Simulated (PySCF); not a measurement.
# C5H6ClFO: electronic excitations

What electronic excitations should C5H6ClFO (`CO[C@@H]1C/C1=C(\F)Cl`) show?

The runs use PySCF 2.14.0, with density-fitted response routines of our own; the level of theory stands in each step. All values are computed, except where a source is named. Atoms are numbered from 0 throughout.

## Step 1: The starting structure

14 atoms, charge 0, multiplicity 1; geometry from: GFN2-xTB.

Bonds of the start (Å): C0–O1 1.41, O1–C2 1.39, C2–C3 1.51, C3–C4 1.47, C4–C5 1.30, C5–F6 1.35, C5–Cl7 1.73, C4–C2 1.48, C0–H8 1.10, C0–H9 1.09, C0–H10 1.09, C2–H11 1.09, C3–H12 1.08, C3–H13 1.08.

## Step 2: Excited states and response: wB97X-D/def2-SVPD

The job: settings as JSON, then the geometry in Å.

```
{"job": {"kind": "uv", "xc": "wB97X-D", "basis": "def2-SVPD", "nstates": 8, "ntriplets": 3}, "charge": 0, "multiplicity": 1}
C     -1.418559     1.250287    -0.948324
O     -1.186886    -0.140983    -0.875005
C      0.148920    -0.472969    -0.711843
C      0.470234    -1.766808    -0.010883
C      0.754408    -0.476931     0.637719
C      1.159943     0.177018     1.690753
F      1.643197    -0.430940     2.789093
Cl     1.184458     1.897108     1.849670
H     -0.857723     1.699086    -1.776033
H     -2.485090     1.370762    -1.123535
H     -1.138261     1.750107    -0.016087
H      0.788597    -0.153019    -1.536506
H      1.296031    -2.364291    -0.368132
H     -0.359947    -2.338902     0.376947
```

With the program's defaults for keys left out, this is: TDDFT wB97X-D/def2-SVPD, vertical, gas phase, core orbitals frozen in the response.

Launch:

```console
$ OMP_NUM_THREADS=1 python probes_run.py task.json out
```

One launch serves the whole session: the jobs run in the order shown.

Predict these results of the whole session: lowest singlet (wB97X-D/def2-SVPD); brightest single state of those computed; lowest triplet.

As calculated:

```
                                quantity                        value
      lowest singlet (wB97X-D/def2-SVPD)  6.33 eV (196 nm), f = 0.012
brightest single state of those computed  state 3, 6.84 eV, f = 0.333
                          lowest triplet                      4.34 eV
```

What this shows: The lowest singlet, at 6.33 eV, is HOMO−1→LUMO 0.74, HOMO→LUMO 0.17 and is weak; of the 8 states computed, the strongest absorption comes from state 3 at 6.84 eV. The lowest triplet lies 1.99 eV below the lowest singlet (triplets in Tamm-Dancoff, singlets in full TDDFT).
